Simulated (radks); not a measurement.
# The first electron to leave W⁹⁺

Aim: remove one electron from each of the outer sub-shells of W⁹⁺ ([Kr] 4d10 4f13 5s2 5p4) in turn, let the ion relax, and find the cheapest removal. The parent's configuration is the lowest that an earlier search found at this level.

Program: radks (a radial shooting solver on a logarithmic mesh, Libxc functionals) version 1. Level of theory: scalar-relativistic Kohn-Sham, r2SCAN, spin-polarised, spherical densities, finite nucleus; open shells are filled with parallel spins first. These are calculated values, not measurements, unless marked.

5 further runs of the same task are left out: 5 set aside as unsound or not needed.

**1. The atom as given**

```
element            : tungsten (Z = 74)
charge             : +9
electrons          : 65
configuration      : [Kr] 4d10 4f13 5s2 5p4
nuclear rms radius : 5.3658 fm
```

The outer shells:

W⁹⁺
```
[Kr] core
4d [↑↓][↑↓][↑↓][↑↓][↑↓]
4f [↑↓][↑↓][↑↓][↑↓][↑↓][↑↓][↑ ]
5s [↑↓]
5p [↑↓][↑ ][↑ ]
```

**2. The parent, W⁹⁺**

From an earlier run at this level the parent has E = -16118.414970 hartree and these outer levels (eV):

```csv
level,occupation,energy (eV)
4d up,5,-393.37
4d down,5,-391.45
5s up,1,-219.67
5s down,1,-214.88
4f up,7,-182.82
4f down,6,-180.60
5p up,3,-178.01
5p down,1,-173.47
```

**3. Remove 5p: [Kr] 4d10 4f13 5s2 5p3**

The run's settings:

```text
Z 74
configuration [Kr] 4d10 4f13 5s2 5p3
relativity scalar-relativistic
functional r2scan,r2scan
spin polarised
nucleus finite rms 5.3658 fm
c 137.035999084
```

**4. Remove 4f: [Kr] 4d10 4f12 5s2 5p4**

The run's settings:

```text
Z 74
configuration [Kr] 4d10 4f12 5s2 5p4
relativity scalar-relativistic
functional r2scan,r2scan
spin polarised
nucleus finite rms 5.3658 fm
c 137.035999084
```

**5. Remove 5s: [Kr] 4d10 4f13 5s1 5p4**

The run's settings:

```text
Z 74
configuration [Kr] 4d10 4f13 5s1 5p4
relativity scalar-relativistic
functional r2scan,r2scan
spin polarised
nucleus finite rms 5.3658 fm
c 137.035999084
```

**6. Remove 4d: [Kr] 4d9 4f13 5s2 5p4**

The run's settings:

```text
Z 74
configuration [Kr] 4d9 4f13 5s2 5p4
relativity scalar-relativistic
functional r2scan,r2scan
spin polarised
nucleus finite rms 5.3658 fm
c 137.035999084
```

Q: Predict the outcome of this session. Wanted: for each run, case; final configuration; Δ-SCF; −ε of the level emptied.

As calculated:

```csv
case,final configuration,Δ-SCF (eV),−ε of the level emptied (eV)
remove 5p,[Kr] 4d10 4f13 5s2 5p3,182.29,173.47
remove 4f,[Kr] 4d10 4f12 5s2 5p4,196.02,180.60
remove 5s,[Kr] 4d10 4f13 5s1 5p4,224.52,214.88
remove 4d,[Kr] 4d9 4f13 5s2 5p4,407.44,391.45
```

In words: Removal from 5p costs least (182.29 eV), ahead of 4f (196.02 eV). 5p is also the highest occupied level of the parent. NIST lists 179 eV (semi-empirical); its ground configuration differs from the one found lowest here for the parent and the ion. Open shells are spherical and high-spin; term and fine-structure splittings are not resolved. Spin-orbit splitting is averaged out at the scalar-relativistic level.
